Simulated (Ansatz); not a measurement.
# PtSe: the cost of one run

Computed with Ansatz 0.2.0 (DFT PBEsol+U (U_eff = 7 eV on Pt d), plane waves, PAW, no spin–orbit coupling unless a run says so, unless a step's input says otherwise).

2 further runs of the same task are left out: 2 that didn't finish.

### Step 1. The system as given

Symmetry: P-6m2, No. 187, hexagonal system. The conventional cell has a = 3.702 Å, b = 3.702 Å, c = 3.613 Å, α = 90.00°, β = 90.00°, γ = 120.00°. Pt (site symmetry -6m2) is surrounded by 6 Se at 2.80 Å. Around Se (site symmetry -6m2) lie 6 Pt at 2.80 Å.

Coordinates:

```cif
data_structure
_symmetry_space_group_name_H-M 'P-6m2'
_symmetry_Int_Tables_number 187
_cell_length_a 3.7019
_cell_length_b 3.7019
_cell_length_c 3.6128
_cell_angle_alpha 90.000
_cell_angle_beta 90.000
_cell_angle_gamma 120.000
_cell_volume 42.88
loop_
_atom_site_label
_atom_site_type_symbol
_atom_site_symmetry_multiplicity
_atom_site_Wyckoff_symbol
_atom_site_fract_x
_atom_site_fract_y
_atom_site_fract_z
_atom_site_occupancy
Pt1 Pt 1 a 0.00000 0.00000 0.00000 1
Se1 Se 1 f 0.66667 0.33333 0.50000 1
```

### Step 2. Ferromagnetic start, free, symmetry kept, no search

File input.yaml:

```yaml
crystal:
  lattice:
    - [3.70187033, 0.0, 0.0]
    - [-1.85093516, 3.20591375, 0.0]
    - [0.0, 0.0, 7.22568406]
  atoms:
    - { symbol: Pt, position: [0.0, 0.0, 0.0], spin: 2.0 }
    - { symbol: Se, position: [0.6666666667, 0.3333333333, 0.25] }
    - { symbol: Pt, position: [0.0, 0.0, 0.5], spin: 2.0 }
    - { symbol: Se, position: [0.6666666667, 0.3333333333, 0.75] }
basis:
  ecutwfc: 420
  ecutrho_ratio: 4
kpoints:
  mp_grid: { grid: [6, 6, 3] }
hamiltonian:
  xc: pbesol
  hubbard:
    sites: [{ site: 0, l: d, u_eff: 7.0 }, { site: 2, l: d, u_eff: 7.0 }]
scf:
  occupations: { method: gaussian, width: 0.05 }
  lower_state_search: "off"
  max_iter: 150
output:
  forces: true
  stress: true
  eigenvalues: true
  populations: true
  hubbard: { sites: [{ site: 0, l: d }, { site: 2, l: d }] }
magnetization:
  spin_polarized: true
```

On the command line:

```bash
$ ansatz run input.yaml --threads 2 --pin off --max-ram 3072MiB --backend cpu --events-out ev --progress --plain --runs-dir out
```

**Question.** How long does this run take on 2 threads of Arm Neoverse V1, shared host, and how much memory does it need?

About 12 s, with a peak of 0.41 GiB.
